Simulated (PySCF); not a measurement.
# C10H6O6S2 (-2): NMR shifts at several levels of theory, part 2 of 2

PySCF 2.14.0. Atoms count from 0. The steps go on from the part before.

## Step 5: NMR shieldings: wB97X-D/pcSseg-1

Job settings and geometry (Å):

```
{"job": {"kind": "nmr", "xc": "wB97X-D", "basis": "pcSseg-1", "pop": false}, "charge": -2, "multiplicity": 1}
O     -3.222878     1.755296     1.327046
S     -3.408617     0.689024     0.315824
O     -4.434884    -0.313236     0.685564
O     -3.537579     1.201823    -1.067666
C     -1.843235    -0.234195     0.314159
C     -1.881837    -1.574342     0.620016
C     -0.698082    -2.345631     0.626078
C      0.516932    -1.776214     0.326309
C      0.599394    -0.394413     0.004432
C      1.843225     0.233271    -0.312781
S      3.410497    -0.686855    -0.315458
O      4.434388     0.317784    -0.685340
O      3.226586    -1.753113    -1.327028
O      3.541187    -1.199844     1.067767
C      1.880913     1.573525    -0.618527
C      0.696905     2.344371    -0.624541
C     -0.518246     1.775275    -0.324815
C     -0.599379     0.393397    -0.002940
H     -2.857780    -2.006635     0.852250
H     -0.750784    -3.411363     0.871964
H      1.439510    -2.356902     0.325932
H      2.856638     2.006315    -0.850769
H      0.749471     3.410091    -0.870550
H     -1.441134     2.355401    -0.324467
```

Level: GIAO wB97X-D/pcSseg-1 NMR shielding, non-relativistic, gas phase.

The program printed:

```text
coarse grid: 24344 points
cycle   1  E = -1631.0880878445  dE =  5.395e+00  |g| = 1.969e+00  |ddm| = 6.046e+00
cycle   2  E = -1630.6074579298  dE =  4.806e-01  |g| = 2.655e+00  |ddm| = 4.675e+00
cycle   3  E = -1631.7858463387  dE = -1.178e+00  |g| = 1.572e-01  |ddm| = 2.873e+00
cycle   4  E = -1631.7905334519  dE = -4.687e-03  |g| = 8.029e-02  |ddm| = 3.113e-01
cycle   5  E = -1631.7921151543  dE = -1.582e-03  |g| = 2.005e-02  |ddm| = 1.251e-01
cycle   6  E = -1631.7922141388  dE = -9.898e-05  |g| = 5.352e-03  |ddm| = 2.980e-02
cycle   7  E = -1631.7922218059  dE = -7.667e-06  |g| = 2.502e-03  |ddm| = 1.035e-02
final grid: 235056 points
cycle   8  E = -1631.9656947369  dE = -2.334e-04  |g| = 6.282e-03  |ddm| = 1.236e-01
cycle   9  E = -1631.9656940370  dE =  6.998e-07  |g| = 7.063e-03  |ddm| = 1.487e-02
cycle  10  E = -1631.9657026582  dE = -8.621e-06  |g| = 9.009e-04  |ddm| = 6.335e-03
cycle  11  E = -1631.9657028011  dE = -1.430e-07  |g| = 4.105e-04  |ddm| = 1.631e-03
cycle  12  E = -1631.9657028322  dE = -3.106e-08  |g| = 1.534e-04  |ddm| = 5.904e-04
cycle  13  E = -1631.9657028374  dE = -5.241e-09  |g| = 3.394e-05  |ddm| = 2.600e-04
cycle  14  E = -1631.9657028379  dE = -4.275e-10  |g| = 1.689e-05  |ddm| = 7.783e-05
converged SCF energy = -1631.9657028379

GIAO shielding tensors (ppm)
atom      isotropic    diamagn.    paramagn.     s11        s22        s33       span
  0 O       87.659     406.592    -318.933     58.834     72.819    131.324     72.490
  1 S      173.956    1047.983    -874.028     19.838    248.796    253.233    233.395
  2 O      116.794     402.352    -285.558     86.240     87.092    177.049     90.809
  3 O       86.791     406.772    -319.980     58.898     72.201    129.274     70.376
  4 C       26.601     273.274    -246.673    -56.966      2.020    134.750    191.715
  5 C       56.824     255.445    -198.620    -41.618     40.811    171.280    212.898
  6 C       59.435     260.302    -200.867    -48.319     56.892    169.732    218.051
  7 C       46.054     256.057    -210.003    -57.718     23.548    172.331    230.049
  8 C       48.482     257.871    -209.389    -28.321    -12.365    186.132    214.453
  9 C       26.627     273.263    -246.637    -56.993      2.063    134.810    191.803
 10 S      173.987    1047.978    -873.990     19.832    248.843    253.287    233.455
 11 O      116.686     402.385    -285.699     86.297     86.904    176.857     90.561
 12 O       87.777     406.569    -318.792     58.894     72.927    131.511     72.617
 13 O       86.928     406.743    -319.815     58.992     72.331    129.462     70.471
 14 C       56.736     255.464    -198.728    -41.773     40.755    171.226    212.999
 15 C       59.420     260.281    -200.861    -48.312     56.832    169.739    218.051
 16 C       45.971     256.101    -210.130    -57.848     23.442    172.319    230.167
 17 C       48.441     257.891    -209.450    -28.356    -12.475    186.153    214.509
 18 H       23.247      35.827     -12.580     17.478     22.943     29.321     11.843
 19 H       24.428      33.400      -8.973     19.873     25.690     27.719      7.846
 20 H       21.851      36.160     -14.309     14.815     20.931     29.808     14.994
 21 H       23.237      35.845     -12.608     17.459     22.924     29.328     11.869
 22 H       24.429      33.400      -8.972     19.870     25.690     27.725      7.855
 23 H       21.829      36.171     -14.343     14.787     20.891     29.808     15.021
```

Wall time 2.4 min (8 threads of Intel Xeon Platinum 8488C (Sapphire Rapids), shared host).

This run: δ C4 157.9, C7 138.5, C8 136.1, C5 127.8, H20 9.54, H18 8.14 ppm (means over like atoms).

## Step 6: Nuclear shieldings: KT2/pcSseg-1

Same as in step 5 but for these lines:

```diff
@@ -1,2 +1,2 @@
-{"job": {"kind": "nmr", "xc": "wB97X-D", "basis": "pcSseg-1", "pop": false}, "charge": -2, "multiplicity": 1}
+{"job": {"kind": "nmr", "xc": "KT2", "basis": "pcSseg-1", "pop": false}, "charge": -2, "multiplicity": 1}
 O     -3.222878     1.755296     1.327046
```

Method: GIAO KT2/pcSseg-1 NMR shielding, non-relativistic, gas phase.

The program printed:

```text
coarse grid: 24344 points
cycle   1  E = -1650.8707724367  dE =  4.434e+00  |g| = 2.089e+00  |ddm| = 6.230e+00
cycle   2  E = -1643.7475355804  dE =  7.123e+00  |g| = 5.468e+00  |ddm| = 1.159e+01
cycle   3  E = -1651.1511875687  dE = -7.404e+00  |g| = 1.312e+00  |ddm| = 1.091e+01
cycle   4  E = -1651.6573123548  dE = -5.061e-01  |g| = 3.013e-01  |ddm| = 2.581e+00
cycle   5  E = -1651.6554544134  dE =  1.858e-03  |g| = 3.054e-01  |ddm| = 8.118e-01
cycle   6  E = -1651.6797291335  dE = -2.427e-02  |g| = 8.521e-02  |ddm| = 4.156e-01
cycle   7  E = -1651.6811763934  dE = -1.447e-03  |g| = 3.933e-02  |ddm| = 1.692e-01
cycle   8  E = -1651.6814994872  dE = -3.231e-04  |g| = 1.285e-02  |ddm| = 6.182e-02
cycle   9  E = -1651.6815261799  dE = -2.669e-05  |g| = 5.449e-03  |ddm| = 2.225e-02
cycle  10  E = -1651.6815327891  dE = -6.609e-06  |g| = 9.411e-04  |ddm| = 7.045e-03
final grid: 235056 points
cycle  11  E = -1651.9765213347  dE = -5.761e-04  |g| = 3.050e-02  |ddm| = 2.694e-01
cycle  12  E = -1651.9762646754  dE =  2.567e-04  |g| = 4.783e-02  |ddm| = 8.254e-02
cycle  13  E = -1651.9766695162  dE = -4.048e-04  |g| = 8.408e-03  |ddm| = 5.905e-02
cycle  14  E = -1651.9766836182  dE = -1.410e-05  |g| = 2.531e-03  |ddm| = 1.519e-02
cycle  15  E = -1651.9766851286  dE = -1.510e-06  |g| = 9.114e-04  |ddm| = 4.915e-03
cycle  16  E = -1651.9766853251  dE = -1.964e-07  |g| = 2.355e-04  |ddm| = 1.100e-03
cycle  17  E = -1651.9766853377  dE = -1.261e-08  |g| = 8.426e-05  |ddm| = 3.718e-04
cycle  18  E = -1651.9766853390  dE = -1.330e-09  |g| = 4.706e-05  |ddm| = 1.533e-04
cycle  19  E = -1651.9766853396  dE = -5.580e-10  |g| = 1.129e-05  |ddm| = 7.086e-05
converged SCF energy = -1651.9766853396

GIAO shielding tensors (ppm)
atom      isotropic    diamagn.    paramagn.     s11        s22        s33       span
  0 O       60.130     407.478    -347.348     39.229     52.368     88.794     49.565
  1 S      210.569    1050.192    -839.624     58.338    283.234    290.134    231.796
  2 O      100.626     403.693    -303.067     66.432     72.651    162.795     96.363
  3 O       58.771     407.652    -348.880     38.957     50.961     86.396     47.440
  4 C       37.397     274.015    -236.617    -31.484     11.429    132.247    163.731
  5 C       68.522     254.219    -185.697    -15.334     55.018    165.880    181.214
  6 C       69.187     259.616    -190.429    -25.332     68.694    164.199    189.532
  7 C       57.732     255.868    -198.136    -32.017     38.205    167.008    199.026
  8 C       59.875     255.465    -195.590     -9.398      8.256    180.768    190.166
  9 C       37.426     274.016    -236.591    -31.501     11.464    132.314    163.815
 10 S      210.591    1050.188    -839.597     58.316    283.267    290.192    231.876
 11 O      100.510     403.728    -303.218     66.201     72.722    162.606     96.405
 12 O       60.313     407.457    -347.144     39.342     52.513     89.083     49.740
 13 O       58.981     407.626    -348.644     39.114     51.132     86.698     47.584
 14 C       68.438     254.235    -185.796    -15.472     54.968    165.820    181.293
 15 C       69.169     259.595    -190.427    -25.329     68.629    164.206    189.535
 16 C       57.652     255.913    -198.261    -32.129     38.098    166.988    199.117
 17 C       59.835     255.491    -195.656     -9.441      8.156    180.791    190.232
 18 H       23.520      36.151     -12.632     17.866     23.600     29.093     11.227
 19 H       24.597      33.294      -8.697     20.151     26.269     27.372      7.221
 20 H       22.049      36.314     -14.265     15.084     21.539     29.524     14.441
 21 H       23.509      36.169     -12.660     17.847     23.581     29.100     11.253
 22 H       24.598      33.293      -8.695     20.148     26.268     27.378      7.230
 23 H       22.025      36.322     -14.297     15.054     21.500     29.523     14.469
```

Wall time 68 s (8 threads of Intel Xeon Platinum 8488C (Sapphire Rapids), shared host).

This run: δ C4 145.8, C7 125.5, C8 123.4, C5 114.7, H20 9.14, H18 7.66 ppm (means over like atoms).

## Step 7: NMR shieldings: HF/pcSseg-1

Same as in step 6 but for these lines:

```diff
@@ -1,2 +1,2 @@
-{"job": {"kind": "nmr", "xc": "KT2", "basis": "pcSseg-1", "pop": false}, "charge": -2, "multiplicity": 1}
+{"job": {"kind": "nmr", "xc": "HF", "basis": "pcSseg-1", "pop": false}, "charge": -2, "multiplicity": 1}
 O     -3.222878     1.755296     1.327046
```

Method: GIAO HF/pcSseg-1 NMR shielding, non-relativistic, gas phase.

The program printed:

```text
final grid: 235056 points
cycle   1  E = -1625.5753542760  dE =  6.432e+00  |g| = 1.589e+00  |ddm| = 6.019e+00
cycle   2  E = -1625.8897906719  dE = -3.144e-01  |g| = 1.123e+00  |ddm| = 2.637e+00
cycle   3  E = -1626.1110611145  dE = -2.213e-01  |g| = 1.319e-01  |ddm| = 1.193e+00
cycle   4  E = -1626.1163795639  dE = -5.318e-03  |g| = 5.242e-02  |ddm| = 3.116e-01
cycle   5  E = -1626.1171267355  dE = -7.472e-04  |g| = 1.053e-02  |ddm| = 8.086e-02
cycle   6  E = -1626.1171791565  dE = -5.242e-05  |g| = 3.992e-03  |ddm| = 2.436e-02
cycle   7  E = -1626.1171887899  dE = -9.633e-06  |g| = 1.964e-03  |ddm| = 9.263e-03
cycle   8  E = -1626.1171913533  dE = -2.563e-06  |g| = 4.955e-04  |ddm| = 4.886e-03
cycle   9  E = -1626.1171916081  dE = -2.548e-07  |g| = 1.844e-04  |ddm| = 1.607e-03
cycle  10  E = -1626.1171916250  dE = -1.692e-08  |g| = 6.435e-05  |ddm| = 3.634e-04
cycle  11  E = -1626.1171916277  dE = -2.680e-09  |g| = 2.097e-05  |ddm| = 1.412e-04
cycle  12  E = -1626.1171916281  dE = -3.924e-10  |g| = 8.560e-06  |ddm| = 5.110e-05
converged SCF energy = -1626.1171916281

GIAO shielding tensors (ppm)
atom      isotropic    diamagn.    paramagn.     s11        s22        s33       span
  0 O      133.458     404.738    -271.280    100.058    116.726    183.589     83.530
  1 S      202.000    1045.472    -843.472     73.838    263.743    268.420    194.581
  2 O      157.227     400.416    -243.189    123.027    135.810    212.844     89.817
  3 O      132.777     404.911    -272.134    100.141    116.151    182.038     81.897
  4 C       35.998     270.911    -234.913    -61.040     19.110    149.924    210.965
  5 C       59.992     255.691    -195.699    -49.257     46.909    182.325    231.582
  6 C       66.348     260.581    -194.233    -48.522     67.602    179.964    228.486
  7 C       49.992     255.058    -205.067    -64.068     32.344    181.699    245.767
  8 C       52.619     257.426    -204.807    -27.923    -12.005    197.786    225.709
  9 C       36.018     270.887    -234.869    -61.073     19.157    149.972    211.045
 10 S      202.024    1045.464    -843.440     73.841    263.790    268.442    194.600
 11 O      157.136     400.447    -243.310    123.092    135.662    212.655     89.563
 12 O      133.546     404.719    -271.173    100.092    116.817    183.728     83.636
 13 O      132.884     404.887    -272.003    100.211    116.268    182.172     81.961
 14 C       59.900     255.709    -195.808    -49.431     46.852    182.281    231.713
 15 C       66.335     260.557    -194.221    -48.518     67.554    179.970    228.487
 16 C       49.909     255.100    -205.191    -64.208     32.241    181.694    245.902
 17 C       52.576     257.445    -204.870    -27.955    -12.123    197.806    225.761
 18 H       23.261      35.060     -11.800     16.721     23.548     29.513     12.792
 19 H       24.677      33.532      -8.855     19.402     26.487     28.142      8.740
 20 H       22.059      35.296     -13.237     14.355     21.389     30.432     16.076
 21 H       23.250      35.076     -11.826     16.702     23.529     29.519     12.817
 22 H       24.679      33.533      -8.854     19.400     26.487     28.150      8.750
 23 H       22.037      35.305     -13.268     14.330     21.349     30.433     16.103
```

Run time: 74 s. Hardware: 8 threads of Intel Xeon Platinum 8488C (Sapphire Rapids), shared host.

In short: δ C4 154.8, C7 140.9, C8 138.3, C5 130.9, H20 9.64, H18 8.43 ppm (means over like atoms).

## Step 8: Run by run: NMR shifts

Shifts (ppm) of some atoms, chosen among heavy atoms and hydrogens apart, means over like atoms, with basis size and wall time:

```csv
run,C4,C7,C8,C5,H20,H18,O0,functions,time
PBE0/pcSseg-1,156.4,137.0,134.2,126.1,9.50,8.08,243.3,350,1.8 min
PBE/pcSseg-1,154.9,133.8,131.2,122.5,9.33,7.86,263.3,350,65 s
wB97X-D/pcSseg-1,157.9,138.5,136.1,127.8,9.54,8.14,236.1,350,2.4 min
KT2/pcSseg-1,145.8,125.5,123.4,114.7,9.14,7.66,257.4,350,68 s
HF/pcSseg-1,154.8,140.9,138.3,130.9,9.64,8.43,192.1,350,74 s
```

## Step 9: Outcome

This closing draws on all 2 parts.

| quantity | value |
| --- | --- |
| point group | C2h |
| rotational constants (main isotopes) | 0.91, 0.20, 0.18 GHz |
| 13C shifts against TMS (PBE0/pcSseg-1, means over atoms taken as alike) | 156.4, 137.0, 134.2, 126.1, 124.0 ppm |
| 1H shifts against TMS (PBE0/pcSseg-1, means over atoms taken as alike) | 9.50, 8.08, 6.94 ppm |
| 17O shifts against H2O (PBE0/pcSseg-1, means over atoms taken as alike) | 243.3 ppm |
| 33S shifts against CS2 (PBE0/pcSseg-1, means over atoms taken as alike) | 316 ppm |
| range of the shift of O0 | 192.1 to 263.3 ppm |

What this shows: Single values in the summary come from the first run of each kind that ended normally (PBE0/pcSseg-1), which need not be the best level. The optimisation took 13 steps and gained 0.142 eV; among the close pairs (by a distance rule), C8–C9 changed most, from 1.406 to 1.429 Å. NICS(1)zz of -27 ppm above the planar ring from C4 marks a diatropic (aromatic) ring current. NICS(1)zz of -27 ppm above the planar ring from C8 marks a diatropic (aromatic) ring current. In ppm, O0 (with its like atoms) moves most: its shift spreads over 71.2 ppm, from 192.1 (HF/pcSseg-1) to 263.3 (PBE/pcSseg-1).
